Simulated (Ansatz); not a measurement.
# ZrZnF6: the cost of one run

Program: Ansatz 0.2.0, driven from Python. Level of theory: DFT r2SCAN+D4, plane waves, PAW. These are calculated values, not measurements.

### 1 Starting point

Symmetry: Fm-3m, No. 225, cubic system. Conventional cell: a = 8.058 Å, b = 8.058 Å, c = 8.058 Å, α = 90.00°, β = 90.00°, γ = 90.00°. Zr (site symmetry m-3m) is surrounded by 6 F at 2.01 Å. Zn (site symmetry m-3m) is surrounded by 6 F at 2.02 Å. Around F (site symmetry 4mm) lie 1 Zr at 2.01 Å and 1 Zn at 2.02 Å.

No structure file is read: the coordinates are typed or built in the script.

### 2 The code

The input, berry.py:

```python
"""Berry-phase polarisation of ZrZnF6, and a Born charge from a small shift."""

from dataclasses import dataclass
import logging
import sys
import warnings

import ansatz
import numpy as np
from pymatgen.core import Lattice, Structure
from pymatgen.io.ase import AseAtomsAdaptor

logging.basicConfig(stream=sys.stdout, format="%(levelname)s:%(name)s:%(message)s")
log = logging.getLogger("ansatz_job")
log.setLevel(logging.INFO)


@dataclass(frozen=True)
class RunConfig:
    vdw: str = "d4"
    scf_tol: float = 1e-08
    filling: str = "fixed"


cfg = RunConfig()

warnings.simplefilter("ignore", ansatz.DeckWarning)

pmg_structure = Structure(
    Lattice([[0.0, 4.0289, 4.0289], [4.0289, 0.0, 4.0289], [4.0289, 4.0289, 0.0]]),
    ["Zr", "Zn", "F", "F", "F", "F", "F", "F"],
    [
        [0.0, 0.0, 0.0],
        [0.5, 0.5, 0.5],
        [0.75014, 0.24986, 0.24986],
        [0.24986, 0.75014, 0.75014],
        [0.24986, 0.75014, 0.24986],
        [0.75014, 0.24986, 0.75014],
        [0.24986, 0.24986, 0.75014],
        [0.75014, 0.75014, 0.24986],
    ],
)
zrznf6 = ansatz.Crystal.from_ase(AseAtomsAdaptor.get_atoms(pmg_structure))

def solve(structure):
    return (
        structure.calculation()
        .functional(ansatz.Functional.R2SCAN, dispersion=cfg.vdw)
        .pseudopotentials("paw")
        .kpoints(4)
        .scf(tolerance=cfg.scf_tol)
        .occupations(cfg.filling)
        .polarization()
        .run()
        .polarization()
    )


vectors = np.array(zrznf6.lattice.vectors)
shifted = zrznf6.move(7, to=np.array(zrznf6.sites[7].position) + 0.03 * np.linalg.inv(vectors)[1])
before, after = solve(zrznf6), solve(shifted)
for label, p in (("as typed", before), ("shifted", after)):
    print(label, "reduced polarisation:", [round(axis.reduced, 4) for axis in p.axes], "modulo", p.modulus)
# take the change on the nearest branch, then turn it into a dipole per cell
change = np.array([b.reduced - a.reduced for a, b in zip(before.axes, after.axes)])
change -= before.modulus * np.round(change / before.modulus)
dipole = change @ vectors
print("dipole change (e A):", np.round(dipole, 4) + 0.0)
print("column of the Born charge of", zrznf6.sites[7].symbol, "for a shift along y:", np.round(dipole / 0.03, 2) + 0.0)
```

### 3 The input behind the calls

The engine receives this input (first run):

```yaml
crystal:
  lattice:
    - [0.0, 4.0289, 4.0289]
    - [4.0289, 0.0, 4.0289]
    - [4.0289, 4.0289, 0.0]
  atoms:
    - { symbol: Zr, position: [0.0, 0.0, 0.0] }
    - { symbol: Zn, position: [0.5, 0.5, 0.5] }
    - { symbol: F, position: [0.75014, 0.24986, 0.24986] }
    - { symbol: F, position: [0.24986, 0.75014, 0.75014] }
    - { symbol: F, position: [0.24986, 0.75014, 0.24986] }
    - { symbol: F, position: [0.75014, 0.24986, 0.75014] }
    - { symbol: F, position: [0.24986, 0.24986, 0.75014] }
    - { symbol: F, position: [0.75014, 0.75014, 0.24986] }
kpoints:
  mp_grid:
    grid: [4, 4, 4]
hamiltonian:
  xc: r2scan
  dispersion: d4
  pseudopotentials:
    kind: paw
scf:
  convergence:
    dr2_threshold: 1.0e-08
  occupations:
    method: fixed
output:
  polarization: {}
```

### 4 Running it

The run is started by

```console
$ python berry.py
```

Q: Estimate wall time and peak memory on 1 thread of Arm Neoverse V2, shared host.

About 57 s, with a peak of 0.83 GiB.
